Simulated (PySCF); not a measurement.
**Boron Monobromide (BBr): geometry, NMR shifts, spin-spin couplings, electronic excitations and core binding energies**

Aim: predict the NMR shifts, spin-spin couplings, electronic excitations and core binding energies of Boron Monobromide (BBr) (`[B]Br`).

Programs: PySCF 2.14.0, with density-fitted response routines of our own. Each step states its level of theory. These are calculated values for one molecule in the gas phase, unless marked as measured. Atoms count from 0, in the outputs and in this text.

### Step 1. The starting structure

2 atoms, charge 0, multiplicity 1; geometry from: GFN2-xTB.

Bonds of the start (Å): B0–Br1 1.77.

### Step 2. Geometry optimisation at PBE0-D3(BJ)/def2-SVP

What the job is given:

```
{"job": {"xc": "PBE0", "basis": "def2-SVP", "d3": "d3bj", "grid": 1, "kind": "geom"}, "charge": 0, "multiplicity": 1}
B      0.886880    -0.005210    -0.006370
Br    -0.881360     0.007750    -0.021920
```

Command:

```bash
OMP_NUM_THREADS=1 python probes_run.py task.json out
```

The driver reads the jobs from task.json and runs them one after another.

Standard output:

```text
step   0  E = -2598.25388311  max force = 0.056832
step   1  E = -2598.25973330  max force = 0.006600
step   2  E = -2598.25983738  max force = 0.001655
step   3  E = -2598.25984420  max force = 0.000067
optimisation converged
```

Run time: 2.1 s. Hardware: 1 thread of Arm Neoverse V2, shared host; peak memory 0.24 GiB.

Along the way:

```tsv
step	energy from step 0 (eV)	largest force component (eV/Å)
0	0.0000	2.9224
1	-0.1592	0.3394
2	-0.1620	0.0851
3	-0.1622	0.0034
```

The bond:

```tsv
bond	before (Å)	after (Å)	change (Å)
B0–Br1	1.768	1.891	+0.123
```

The final coordinates are the input of the step that follows.

```tsv
at the end point	value
point group (found at 0.08 Å tolerance)	C∞v
rotational constants (GHz, main isotopes)	14.625, 14.625
dipole moment (D)	1.66
```

### Step 3. Nuclear shieldings: PBE0/pcSseg-1

What the job is given:

```
{"job": {"kind": "nmr", "xc": "PBE0", "basis": "pcSseg-1"}, "charge": 0, "multiplicity": 1}
B      0.948296    -0.005779    -0.005685
Br    -0.942776     0.008319    -0.022605
```

Level: GIAO PBE0/pcSseg-1 NMR shielding, non-relativistic, gas phase.

Standard output:

```text
coarse grid: 12512 points
cycle   1  E = -2598.2978137089  dE = -1.112e+00  |g| = 6.803e-01  |ddm| = 1.492e+00
cycle   2  E = -2598.3010407624  dE = -3.227e-03  |g| = 3.226e-01  |ddm| = 3.366e-01
cycle   3  E = -2598.3089508091  dE = -7.910e-03  |g| = 9.401e-02  |ddm| = 2.965e-01
cycle   4  E = -2598.3116942675  dE = -2.743e-03  |g| = 5.232e-02  |ddm| = 1.599e-01
cycle   5  E = -2598.3123350402  dE = -6.408e-04  |g| = 2.015e-03  |ddm| = 5.108e-02
cycle   6  E = -2598.3123360303  dE = -9.901e-07  |g| = 4.419e-04  |ddm| = 3.265e-03
final grid: 24288 points
cycle   7  E = -2598.3123367654  dE = -2.988e-08  |g| = 4.408e-04  |ddm| = 1.157e-03
cycle   8  E = -2598.3123367480  dE =  1.738e-08  |g| = 5.621e-04  |ddm| = 1.089e-03
cycle   9  E = -2598.3123368023  dE = -5.429e-08  |g| = 6.376e-05  |ddm| = 5.791e-04
cycle  10  E = -2598.3123368036  dE = -1.265e-09  |g| = 1.188e-05  |ddm| = 6.475e-05
cycle  11  E = -2598.3123368036  dE = -6.185e-11  |g| = 2.361e-06  |ddm| = 2.075e-05
converged SCF energy = -2598.3123368036

GIAO shielding tensors (ppm)
atom      isotropic    diamagn.    paramagn.     s11        s22        s33       span
  0 B      -55.617     193.113    -248.730   -190.228   -190.228    213.605    403.833
  1 Br    1047.064    3125.792   -2078.728      7.199      7.199   3126.794   3119.596
```

It took 1.6 s on 1 thread of Arm Neoverse V2, shared host; peak memory 0.27 GiB.

The references, computed at this level on geometries of the same kind, shield at (ppm): ¹¹B BF3·OEt2 100.7, ⁷⁹Br HBr 2584. Their shielding less the atom's gives the shift. The references are single molecules in the gas phase.

```tsv
atoms	environment	σ (ppm)	δ (ppm)
B0	boron bonded to Br	-55.6	156.3
Br1	bromine bonded to B	1047	1537
```

Charges from the same density, by scheme (e):

```tsv
atoms	Mulliken	IAO	Hirshfeld	ESP fit
B0	0.12	-0.10	-0.01	-0.14
Br1	-0.12	0.10	0.01	0.14
```

Mayer bond orders: B0–Br1 1.28.

### Step 4. Spin-spin couplings: B3LYP/pcSseg-1+pcJ-1

What the job is given:

```
{"job": {"kind": "j", "xc": "B3LYP", "basis": "pcJ-1"}, "charge": 0, "multiplicity": 1}
B      0.948296    -0.005779    -0.005685
Br    -0.942776     0.008319    -0.022605
```

With the program's defaults for keys left out, this is: B3LYP/pcJ-1 Br:pcSseg-1 indirect spin-spin coupling, non-relativistic, gas phase.

Standard output:

```text
coarse grid: 12512 points
cycle   1  E = -2598.6754936517  dE = -1.108e+00  |g| = 7.180e-01  |ddm| = 1.468e+00
cycle   2  E = -2598.6789847068  dE = -3.491e-03  |g| = 3.584e-01  |ddm| = 3.308e-01
cycle   3  E = -2598.6870013618  dE = -8.017e-03  |g| = 9.384e-02  |ddm| = 2.908e-01
cycle   4  E = -2598.6891642607  dE = -2.163e-03  |g| = 6.209e-02  |ddm| = 1.709e-01
cycle   5  E = -2598.6901822293  dE = -1.018e-03  |g| = 2.714e-03  |ddm| = 6.428e-02
cycle   6  E = -2598.6901839598  dE = -1.731e-06  |g| = 4.952e-04  |ddm| = 4.147e-03
final grid: 24288 points
cycle   7  E = -2598.6901852836  dE =  1.478e-09  |g| = 5.944e-04  |ddm| = 1.531e-03
cycle   8  E = -2598.6901851878  dE =  9.580e-08  |g| = 8.995e-04  |ddm| = 1.725e-03
cycle   9  E = -2598.6901853603  dE = -1.726e-07  |g| = 8.748e-05  |ddm| = 9.876e-04
cycle  10  E = -2598.6901853627  dE = -2.363e-09  |g| = 1.591e-05  |ddm| = 8.859e-05
cycle  11  E = -2598.6901853628  dE = -1.055e-10  |g| = 1.423e-06  |ddm| = 2.535e-05
converged SCF energy = -2598.6901853628

Indirect spin-spin couplings (Hz)
  i      j    bonds     total        FC       PSO       DSO        SD
```

It took 1 s on 1 thread of Arm Neoverse V2, shared host; peak memory 0.28 GiB.

The job solves for some nuclei only (it leaves out metals and most quadrupolar nuclei), and among those it has no pair, so it gives no couplings.

### Step 5. Excited states and response: PBE0/def2-SVPD

What the job is given:

```
{"job": {"kind": "uv", "xc": "PBE0", "basis": "def2-SVPD", "ip": true}, "charge": 0, "multiplicity": 1}
B      0.948296    -0.005779    -0.005685
Br    -0.942776     0.008319    -0.022605
```

Method: TDDFT PBE0/def2-SVPD, vertical, gas phase, core orbitals frozen in the response.

Standard output:

```text
coarse grid: 12512 points
cycle   1  E = -2598.2536101614  dE = -9.769e-01  |g| = 1.624e-01  |ddm| = 1.523e+00
cycle   2  E = -2598.2456750310  dE =  7.935e-03  |g| = 2.033e-01  |ddm| = 4.263e-01
cycle   3  E = -2598.2612686014  dE = -1.559e-02  |g| = 5.586e-02  |ddm| = 2.991e-01
cycle   4  E = -2598.2618679397  dE = -5.993e-04  |g| = 4.656e-03  |ddm| = 5.591e-02
cycle   5  E = -2598.2618719479  dE = -4.008e-06  |g| = 7.291e-04  |ddm| = 5.967e-03
final grid: 24288 points
cycle   6  E = -2598.2618532034  dE = -1.581e-07  |g| = 5.005e-04  |ddm| = 1.861e-03
cycle   7  E = -2598.2618532104  dE = -7.015e-09  |g| = 4.434e-04  |ddm| = 8.920e-04
cycle   8  E = -2598.2618532658  dE = -5.541e-08  |g| = 1.169e-04  |ddm| = 5.074e-04
cycle   9  E = -2598.2618532703  dE = -4.454e-09  |g| = 9.484e-06  |ddm| = 1.477e-04
cycle  10  E = -2598.2618532703  dE = -2.410e-11  |g| = 2.715e-06  |ddm| = 2.071e-05
converged SCF energy = -2598.2618532703

Static polarisability (au): isotropic 40.620, principal 34.302 34.302 53.256

Singlet excitations
state   eV       nm        f      main configurations
  1   4.0018    309.8   0.03837   H->L 0.99
  2   4.0018    309.8   0.03837   H->L+1 0.99
  3   6.0553    204.8   0.00000   H-1->L+1 0.33, H-2->L 0.33, H-2->L+1 0.17
  4   6.1944    200.2   0.00000   H-1->L 0.44, H-2->L+1 0.44
  5   6.1944    200.2   0.00000   H-2->L 0.44, H-1->L+1 0.44
  6   6.7745    183.0   0.07548   H->L+2 0.46, H->L+3 0.24, H-2->L+1 0.09
  7   7.1449    173.5   0.01796   H->L+3 0.71, H->L+2 0.26
  8   7.8068    158.8   0.57023   H->L+2 0.25, H-2->L+1 0.17, H-1->L 0.17
  9   7.9049    156.8   0.05531   H->L+4 0.99
 10   7.9049    156.8   0.05531   H->L+5 0.99

Triplet excitations (Tamm-Dancoff, eV): 1.8793 1.8793 5.4317 5.6777
Vertical ionisation energy (delta-SCF) = 9.6991 eV
Vertical electron affinity (delta-SCF) = 0.1332 eV
```

Run time: 3 s. Hardware: 1 thread of Arm Neoverse V2, shared host; peak memory 0.28 GiB.

The orbitals next to the gap, with their largest atomic shares:

```tsv
orbital	eV	atoms
HOMO−3	-13.57	Br1 70 %, B0 30 %
HOMO−2	-10.06	Br1 84 %, B0 16 %
HOMO−1	-10.06	Br1 84 %, B0 16 %
HOMO	-7.40	B0 76 %, Br1 24 %
LUMO	-2.19	B0 73 %, Br1 27 %
LUMO+1	-2.19	B0 73 %, Br1 27 %
LUMO+2	0.54	Br1 80 %, B0 20 %
```

With each of the 10 states as a Gaussian band of 0.4 eV half-width at 1/e, the curve within the window shown has maxima at 310 nm (ε 3,100), 181 nm (ε 3,500), 158 nm (ε 27,000) L/(mol cm). Beyond the last state computed it falls off for lack of states. The curve at chosen wavelengths:

```tsv
nm	ε (L/mol/cm)
151	11127
160	26414
168	8825
177	3283
185	3166
194	1218
202	237
211	19
219	1
228	0
236	0
245	3
253	20
262	113
270	357
279	925
287	1661
296	2507
304	2999
313	3073
321	2746
330	2129
338	1542
347	979
355	610
364	336
```

Further results of this job:

```tsv
property	computed
dipole moment (D)	1.61
polarisability (Å³)	6.02
HOMO–LUMO gap (eV)	5.20
−ε(HOMO) (eV)	7.40
```

### Step 6. Nuclear shieldings: CAM-B3LYP/pcSseg-2

What the job is given:

```
{"job": {"kind": "nmr", "xc": "CAM-B3LYP", "basis": "pcSseg-2", "pop": false}, "charge": 0, "multiplicity": 1}
B      0.948296    -0.005779    -0.005685
Br    -0.942776     0.008319    -0.022605
```

With the program's defaults for keys left out, this is: GIAO CAM-B3LYP/pcSseg-2 NMR shielding, non-relativistic, gas phase.

Standard output:

```text
coarse grid: 12512 points
cycle   1  E = -2599.0588737727  dE = -1.170e+00  |g| = 9.523e-01  |ddm| = 1.169e+00
cycle   2  E = -2599.0699976805  dE = -1.112e-02  |g| = 5.601e-01  |ddm| = 3.913e-01
cycle   3  E = -2599.0889732314  dE = -1.898e-02  |g| = 7.528e-02  |ddm| = 2.212e-01
cycle   4  E = -2599.0897794444  dE = -8.062e-04  |g| = 2.269e-02  |ddm| = 5.512e-02
cycle   5  E = -2599.0899014039  dE = -1.220e-04  |g| = 2.966e-03  |ddm| = 1.807e-02
cycle   6  E = -2599.0899066881  dE = -5.284e-06  |g| = 8.908e-04  |ddm| = 8.400e-03
final grid: 24288 points
cycle   7  E = -2599.0899115481  dE = -2.667e-07  |g| = 8.606e-04  |ddm| = 1.655e-03
cycle   8  E = -2599.0899115764  dE = -2.825e-08  |g| = 9.733e-04  |ddm| = 1.063e-03
cycle   9  E = -2599.0899116544  dE = -7.807e-08  |g| = 6.429e-05  |ddm| = 4.038e-04
cycle  10  E = -2599.0899116566  dE = -2.158e-09  |g| = 2.339e-05  |ddm| = 9.611e-05
cycle  11  E = -2599.0899116571  dE = -5.266e-10  |g| = 1.343e-05  |ddm| = 8.593e-05
converged SCF energy = -2599.0899116571

GIAO shielding tensors (ppm)
atom      isotropic    diamagn.    paramagn.     s11        s22        s33       span
  0 B      -79.057     194.629    -273.686   -225.197   -225.197    213.224    438.421
  1 Br    1037.445    3125.942   -2088.498     -7.301     -7.299   3126.934   3134.235
```

Run time: 2.7 s. Hardware: 1 thread of Arm Neoverse V2, shared host; peak memory 0.39 GiB.

Key values: δ B0 176.9, Br1 1532 ppm.

### Step 7. Core holes by ΔSCF: SCAN, X2C

What the job is given:

```
{"job": {"kind": "xps"}, "charge": 0, "multiplicity": 1}
B      0.948296    -0.005779    -0.005685
Br    -0.942776     0.008319    -0.022605
```

Method: delta-SCF UKS SCAN, pcX-2 on the ionised atom, pcseg-1 elsewhere, spin-free X2C.

Standard output:

```text
ground state, core basis on atom 0 (B), 72 functions
  cycle   1  E = -2623.40041968  |g| = 1.45e-01
  cycle   2  E = -2623.38717608  |g| = 2.28e-01
  cycle   3  E = -2623.40507052  |g| = 4.72e-02
  cycle   4  E = -2623.40603939  |g| = 5.24e-03
  cycle   5  E = -2623.40604364  |g| = 1.00e-03
  cycle   6  E = -2623.40604900  |g| = 3.04e-04
  E(ground) = -2623.55383756 Eh
hole in B 1s of atom 0
  cycle   1  E = -2615.68153895  |g| = 1.10e+00
  cycle   2  E = -2611.46388903  |g| = 2.52e+00
  cycle   3  E = -2615.63137332  |g| = 7.10e-01
  cycle   4  E = -2615.79332675  |g| = 6.85e-01
  cycle   5  E = -2615.98207018  |g| = 3.91e-01
  cycle   6  E = -2616.05446508  |g| = 1.75e-01
  cycle   7  E = -2616.07308575  |g| = 4.32e-02
  cycle   8  E = -2616.07421744  |g| = 6.83e-03
  cycle   9  E = -2616.07425550  |g| = 1.43e-03
  cycle  10  E = -2616.07425539  |g| = 8.14e-04
  cycle  11  E = -2616.07425659  |g| = 2.56e-04
  E(ion) = -2616.21689190 Eh   <S^2> = 0.9705   hole on atom = 1.000   binding energy = 199.648 eV
```

Wall time 0.75 s (1 thread of Arm Neoverse V2, shared host); peak memory 0.39 GiB.

The holes in one table. −ε is the ground-state orbital energy:

```tsv
hole	stands for	environment	ΔSCF (eV)	−ε (eV)	⟨S²⟩
B1s on B0	B0	boron bonded to Br	199.65 (doubtful)	183.3	0.970
```

Doubtful: the ion did not converge, its hole moved, or its ⟨S²⟩ is well above 0.75.

### Step 8. Side by side: NMR shifts

Shifts (ppm), with basis size and wall time:

```tsv
run	B0	Br1	functions	time
PBE0/pcSseg-1	156.3	1537	58	1.6 s
CAM-B3LYP/pcSseg-2	176.9	1532	99	2.7 s
```

### Step 9. Outcome

| quantity | value |
| --- | --- |
| point group | C∞v |
| rotational constants (main isotopes) | 14.63, 14.63 GHz |
| ¹¹B shifts against BF3·OEt2 (PBE0/pcSseg-1) | 156.3 ppm |
| ⁷⁹Br shifts against HBr (PBE0/pcSseg-1) | 1537 ppm |
| lowest singlet (PBE0/def2-SVPD) | 4.00 eV (310 nm), f = 0.038 |
| brightest single state of those computed | state 8, 7.81 eV, f = 0.570 |
| lowest triplet | 1.88 eV |
| vertical ionisation energy (ΔSCF) | 9.70 eV |
| vertical electron affinity (ΔSCF) | 0.13 eV |
| range of the shift of B0 | 156.3 to 176.9 ppm |

What this shows: Over 3 steps the energy fell by 0.162 eV; of the close pairs, B0–Br1 changed most, 1.768 to 1.891 Å. At PBE0/pcSseg-1: The largest span, 3120 ppm, is at Br1, where the paramagnetic term is -2079 ppm. The first singlet state (HOMO→LUMO 0.99) lies at 4.00 eV and is weak; of the 10 states computed, the strongest absorption comes from state 8 at 7.81 eV. The lowest triplet lies 2.12 eV below the lowest singlet (triplets in Tamm-Dancoff, singlets in full TDDFT). ΔSCF puts the ionisation energy at 9.70 eV, 2.30 eV above −ε(HOMO). Across the 2 runs the shift of B0 moves most, between 156.3 (PBE0/pcSseg-1) and 176.9 ppm (CAM-B3LYP/pcSseg-2). Spin-orbit coupling is left out, which matters for shieldings and couplings at and beside the heavy atoms.
